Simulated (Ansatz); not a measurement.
# C2H4BrN: one species, many methods

Aim: compute C2H4BrN with functionals from several rungs and with coupled cluster. The yardstick is the atomisation energy at the CCSD(T) limit.

The runs use Ansatz 0.2.0, Gaussian basis; functionals in def2-TZVPP, the program's frozen cores in correlated methods.

The runs, in order: LDA (SPW92), PBE-D4, revPBE-D4, BLYP-D4, r2SCAN-D4, B97M-V, PBE0-D4, B3LYP-D4, r2SCANh-D4, r2SCAN0-D4, HSE06-D4, BHLYP-D4, CAM-B3LYP-D4, LC-ωPBE, ωB97X-V, ωB97M-V, B2PLYP, PBE-QIDH; CCSD(T)/def2-SVP; CCSD(T)/def2-TZVPP; MP2/def2-QZVPP; extrapolation to the limit; RPA on PBE.

## Step 1: Structure used throughout

The geometry comes from an earlier relaxation with PBE0-D4 in a triple-zeta def2 set; it is a stationary point, not always the lowest conformer.

SMILES `C/N=C/Br`, 8 atoms, charge 0, spin multiplicity 1.

Atoms are counted from 1 here; the program's logs count them from 0.

Bond lengths: C1–N2 1.443 Å, C1–H5 1.092 Å, C1–H6 1.092 Å, C1–H7 1.098 Å, N2–C3 1.242 Å, C3–Br4 1.895 Å, C3–H8 1.093 Å. Angles: N2–C1–H5 108.7°, N2–C1–H6 108.7°, N2–C1–H7 113.9°, H5–C1–H6 107.1°, H5–C1–H7 109.1°, H6–C1–H7 109.1°, C1–N2–C3 118.2°, N2–C3–Br4 121.6°, N2–C3–H8 126.9°, Br4–C3–H8 111.5°.

## Step 2: LDA

This LDA is Slater exchange with PW92 correlation.

Contents of in.yaml:

```yaml
crystal:
  periodic: [false, false, false]
  atoms:
    - {symbol: C, position_ang: [-0.431301, 0.892465, 0.480157]}
    - {symbol: N, position_ang: [-0.227432, -0.533852, 0.406963]}
    - {symbol: C, position_ang: [0.476261, -0.978669, -0.514099]}
    - {symbol: Br, position_ang: [0.807471, -2.834821, -0.701921]}
    - {symbol: H, position_ang: [-1.503577, 1.096028, 0.434551]}
    - {symbol: H, position_ang: [-0.078532, 1.247522, 1.451124]}
    - {symbol: H, position_ang: [0.075773, 1.455253, -0.314595]}
    - {symbol: H, position_ang: [0.973436, -0.401025, -1.297981]}
basis:
  gaussian: {orbitals: def2-TZVPP}
hamiltonian: {xc: lda}
output: {orbitals: {seedname: orbitals}}
```

The run is started by

```
$ ansatz run in.yaml --threads 2 --pin off --events-out ev --progress --plain --max-ram 4352MiB
```

Further steps of the session: PBE-D4 (GGA); revPBE-D4 (GGA); BLYP-D4 (GGA); r2SCAN-D4 (meta-GGA); B97M-V (meta-GGA); PBE0-D4 (hybrid); B3LYP-D4 (hybrid); r2SCANh-D4 (hybrid); r2SCAN0-D4 (hybrid); HSE06-D4 (hybrid); BHLYP-D4 (hybrid); CAM-B3LYP-D4 (range-separated); LC-ωPBE (range-separated); ωB97X-V (range-separated); ωB97M-V (range-separated); B2PLYP (double hybrid); PBE-QIDH (double hybrid); CCSD(T) in def2-SVP; CCSD(T) in def2-TZVPP; MP2 in def2-QZVPP; RPA on PBE orbitals.

Before running them: what should the planned runs give, taken together? Wanted: atomisation energy, CCSD(T)/CBS; farthest beyond LDA; mean size of error, GGA; mean size of error, meta-GGA; mean size of error, hybrid; mean size of error, range-separated; mean size of error, double hybrid; gap, smallest and largest; T1 diagnostic.

The runs gave:

| quantity | value |
| --- | --- |
| atomisation energy, CCSD(T)/CBS | 30.377 eV |
| functionals within 0.304 eV (1.0 %) | r2SCAN-D4, B97M-V, B3LYP-D4, r2SCANh-D4, CAM-B3LYP-D4, LC-ωPBE, ωB97X-V, ωB97M-V, B2PLYP, PBE-QIDH |
| farthest beyond LDA | PBE-D4 (+1.207 eV) |
| mean size of error, GGA | 0.636 eV |
| mean size of error, meta-GGA | 0.081 eV |
| mean size of error, hybrid | 0.440 eV |
| mean size of error, range-separated | 0.105 eV |
| mean size of error, double hybrid | 0.184 eV |
| gap, smallest and largest | 4.69 eV (LDA (SPW92)), 12.43 eV (LC-ωPBE) |
| T1 diagnostic | 0.0101 |
| triples share of the correlation energy | 4.1 % |

**Reading.** The LDA atomisation energy is off by 5.135 eV (17 %): it overbinds. PBE-D4 misses by +1.207 eV. Double hybrids carry the basis error of their MP2 part in triple zeta, and no dispersion term here, so their miss is partly the set-up's. The rungs meta-GGA, range-separated, double hybrid miss on average by less than the doubt on the reference (0.304 eV), so they tie. Misses under about 0.304 eV are within the doubt on the reference itself, which lacks core-valence correlation, relativity and higher excitations, and its outer-core shells are covered unevenly. All levels share the lack of spin-orbit coupling, which lowers the free heavy atoms and so the true binding. Hartree-Fock recovers 69 % of the binding; the rest is correlation. CCSD(T) in def2-SVP is off by -1.692 eV, so the small basis spoils what the method gains. Orbital gaps span 4.7 to 12.4 eV; exact exchange widens them. Correlated methods include outer-core shells of Br, which these sets cover unevenly.
